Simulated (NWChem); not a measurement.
**UTPSS-D3(BJ)/LANL2DZ (core potential, esp resp) run of InH2O (SMILES [OH][InH])**

What is the energy difference between two shapes of InH2O at UTPSS-D3(BJ)/LANL2DZ (core potential, esp resp)? 

The calculation is run with NWChem 7.3.0.

1 further run of the same task is left out (set aside as unsound or not needed).

## 1. The structure to begin with

InH2O: 4 atoms, total charge 0, spin state doublet. SMILES: `[OH][InH]`. The coordinates come from a PBE0-D4/def2-TZVP relaxation.

Bond lengths: O1–In2 2.003 Å, O1–H3 0.960 Å, In2–H4 1.767 Å. Angles: O1–In2–H4 113.8°, In2–O1–H3 115.0°.

## 2. The energy at UTPSS-D3(BJ)/LANL2DZ (core potential, esp resp)

The input, run.nw:

```
start run
title "H2InO"
memory 2200 mb

geometry units angstrom noautosym nocenter noautoz
   O     -0.298400    -1.020600     0.295000
   In     0.563900     0.746600    -0.088500
   H      0.236800    -1.629400     0.809100
   H     -0.446700     1.843000    -1.036000
end

basis "ao basis" spherical bse
   * library LANL2DZ
end

ecp bse
   In library LANL2DZ
end

dft
   xc xtpss03 ctpss03
   mult 2
   disp vdw 4
   grid fine
   iterations 200
   mulliken
   noprint "final vectors analysis"
end

esp
   restrain
   range 0.4
   spacing 0.035
   recalculate
end

task dft
task esp
```

Run with:

```sh
$ nwchem run.nw > run.out
```

The program printed:

```text
[...]
          Wavefunction type:  spin polarized.
          No. of atoms     :     4
          No. of electrons :    13
[...]
          Charge           :     0
          Spin multiplicity:     2
[...]
          AO basis - number of functions:    21
[...]
              XC Information
              --------------
                  TPSS metaGGA Exchange Functional  1.000
             TPSS03 metaGGA Correlation Functional  1.000
[...]
 d= 0,ls=0.0,diis     1    -78.1988076708 -9.19D+01  6.33D-02  1.72D-01     0.5
[...]
 d= 0,ls=0.0,diis     9    -78.3004356856 -1.95D-07  7.49D-06  5.87D-09     3.3
[...]
         Total DFT energy =      -78.300435685596
      One electron energy =     -135.057983781735
           Coulomb energy =       52.995514217273
    Exchange-Corr. energy =       -9.975901610789
 Nuclear repulsion energy =       13.739929173598
    Dispersion correction =       -0.001993683942
[...]
      Total Density - Mulliken Population Analysis
     ---------------------------------------------
    Atom       Charge   Shell Charges
 -----------   ------   -------------------------------------------------------
    1 O    8     8.78   2.00  0.93  0.96  3.41  1.48
    2 In   3     2.45   0.31  1.09  0.79  0.26
    3 H    1     0.64   0.50  0.14
    4 H    1     1.12   0.44  0.68
[...]
      <S2> =      0.7551 (Exact =     0.7500)
[...]
 Dipole moment                                  1.116332    1.115775    1.115775
 Quadrupole moment Qxx                         -0.256698   -0.256179   -0.256179
                   Qyy                          1.142493    1.141503    1.141503
                   Qzz                         -0.885795   -0.885324   -0.885324
[...]
```

Run time: 4.5 s. Hardware: 1 thread of AMD EPYC 7B13 (Zen 3), shared host; peak memory 0.12 GiB.

## 3. The distorted shape

The input, h2ino.nw:

```
start h2ino
title "H2InO"
memory total 2200 mb

geometry units angstroms noautosym nocenter
  zmatrix
    O
    In 1 r2
    H 1 r3 2 a3
    H 2 r4 1 a4 3 d4
  variables
    r2 2.070758
    r3 1.060614
    a3 115.88553
    r4 1.565551
    a4 119.89983
    d4 179.00278
  end
end

basis spherical bse
  * library LANL2DZ
end

ecp bse
  In library LANL2DZ
end

dft
  xc xtpss03 ctpss03
  mult 2
  disp vdw 4
  grid fine
  iterations 200
  mulliken
end

esp
  restrain
  range 0.4
  spacing 0.035
  recalculate
end

task dft energy
task esp
```

Run with:

```sh
$ nwchem h2ino.nw > h2ino.out
```

The program printed:

```text
[...]
          Wavefunction type:  spin polarized.
          No. of atoms     :     4
          No. of electrons :    13
[...]
          Charge           :     0
          Spin multiplicity:     2
[...]
          AO basis - number of functions:    21
[...]
              XC Information
              --------------
                  TPSS metaGGA Exchange Functional  1.000
             TPSS03 metaGGA Correlation Functional  1.000
[...]
 d= 0,ls=0.0,diis     1    -78.1748334907 -9.14D+01  6.90D-02  1.77D-01     0.5
[...]
 d= 0,ls=0.0,diis     9    -78.2842252230 -8.79D-08  3.66D-06  1.58D-09     3.4
[...]
         Total DFT energy =      -78.284225222987
      One electron energy =     -134.051257127872
           Coulomb energy =       52.519016364067
    Exchange-Corr. energy =       -9.946637424956
 Nuclear repulsion energy =       13.196638548497
    Dispersion correction =       -0.001985582722
[...]
      Total Density - Mulliken Population Analysis
     ---------------------------------------------
    Atom       Charge   Shell Charges
 -----------   ------   -------------------------------------------------------
    1 O    8     8.77   2.00  0.94  0.97  3.34  1.52
    2 In   3     2.46   0.31  1.04  0.84  0.26
    3 H    1     0.66   0.46  0.20
    4 H    1     1.12   0.49  0.63
[...]
      <S2> =      0.7534 (Exact =     0.7500)
[...]
 Dipole moment                                  1.036047    1.035510    1.035510
 Quadrupole moment Qxx                         -1.254268   -1.253537   -1.253537
                   Qyy                         -1.162363   -1.162340   -1.162340
                   Qzz                          2.416631    2.415878    2.415878
[...]
```

It took 4.8 s on 1 thread of AMD EPYC 7B13 (Zen 3), shared host; peak memory 0.12 GiB.

## 4. Results

At UTPSS-D3(BJ)/LANL2DZ (core potential, esp resp):

| quantity | value |
| --- | --- |
| first shape: total energy | -78.30044 Eh |
| first shape: dipole moment | 2.48 D |
| first shape: dispersion energy | -5.23 kJ/mol |
| first shape: ⟨S²⟩ | 0.755 |
| distorted shape: total energy | -78.28423 Eh |
| distorted shape: dipole moment | 2.17 D |
| distorted shape: HOMO energy (highest over α and β) | -4.77 eV |
| distorted shape: LUMO energy (lowest over α and β) | -3.12 eV |
| distorted shape: dispersion energy | -5.21 kJ/mol |
| distorted shape: ⟨S²⟩ | 0.753 |
| energy change with the atoms displaced | 0.441 eV |

What this shows: With the atoms displaced the energy rises by 0.44 eV (10.2 kcal/mol). The first shape isn't relaxed at this level, so the change isn't measured from a minimum.
